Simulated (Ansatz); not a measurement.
# Ti2RuC3: the cost of one run

Computed with Ansatz 0.2.0 (DFT PBE, scalar-relativistic, plane waves, PAW, unless a step names another level, unless a step's input says otherwise).

3 further runs of the same task are left out: 1 that didn't finish, 2 set aside as unsound or not needed.

**1. The starting structure**

It takes space group P-3m1 (No. 164, trigonal). Conventional cell: a = 3.108 Å, b = 3.108 Å, c = 7.220 Å, α = 90.00°, β = 90.00°, γ = 120.00°. Around Ti (site symmetry 3m) lie 6 C at 2.16 to 2.19 Å. Around Ru (site symmetry -3m) lie 6 C at 2.13 Å. Around C (site symmetry -3m) lie 6 Ti at 2.19 Å. Around C (site symmetry 3m) lie 3 Ru at 2.13 Å and 3 Ti at 2.16 Å.

As a file:

```cif
data_structure
_symmetry_space_group_name_H-M 'P 1'
_symmetry_Int_Tables_number 1
_cell_length_a 3.1083
_cell_length_b 3.1083
_cell_length_c 7.2199
_cell_angle_alpha 90.000
_cell_angle_beta 90.000
_cell_angle_gamma 120.000
_cell_volume 60.41
loop_
_atom_site_label
_atom_site_type_symbol
_atom_site_fract_x
_atom_site_fract_y
_atom_site_fract_z
_atom_site_occupancy
Ti1 Ti 0.33333 0.66667 0.67332 1
Ti2 Ti 0.66667 0.33333 0.32668 1
Ru1 Ru 0.00000 0.00000 0.00000 1
C1 C 0.00000 0.00000 0.50000 1
C2 C 0.33333 0.66667 0.15981 1
C3 C 0.66667 0.33333 0.84019 1
```

It came out lowest among 29 distinct ends of the trial cells. At a tolerance of 0.05 Å it has space group P-3m1 (No. 164).

**2. A stricter relaxation, on the response runs' mesh and smearing**

Input file input.yaml:

```yaml
crystal:
  lattice:
    - [3.1083042683, 0.0, 0.0]
    - [-1.5541521341, 2.691870459, 0.0]
    - [0.0, 0.0, 7.2198820917]
  atoms:
    - { symbol: Ti, position: [0.3333333333, 0.6666666667, 0.6733181658] }
    - { symbol: Ti, position: [0.6666666667, 0.3333333333, 0.3266818342] }
    - { symbol: Ru, position: [0.0, 0.0, 0.0] }
    - { symbol: C, position: [0.0, 0.0, 0.5] }
    - { symbol: C, position: [0.3333333333, 0.6666666667, 0.159810174] }
    - { symbol: C, position: [0.6666666667, 0.3333333333, 0.840189826] }
basis:
  ecutwfc: 420
kpoints:
  mp_grid: { grid: [12, 12, 4] }
hamiltonian:
  xc: pbe
scf:
  occupations: { method: gaussian, width: 0.1 }
output:
  forces: true
  stress: true
  eigenvalues: true
  write_density: true
  write_potential: true
  elf: true
  volumetric_format: npy
relax:
  adjacent_minimum: "off"
  f_tol: 0.001
  max_steps: 60
  cell: { stress_tol: 0.01 }
```

Launch:

```
ansatz run input.yaml --threads 3 --pin off --max-ram 7680MiB --backend cpu --events-out ev --progress --plain --runs-dir out
```

What time and memory should one allow on 3 threads of Intel Xeon at 2.70GHz, shared host?

About 11 s, with a peak of 0.5 GiB.
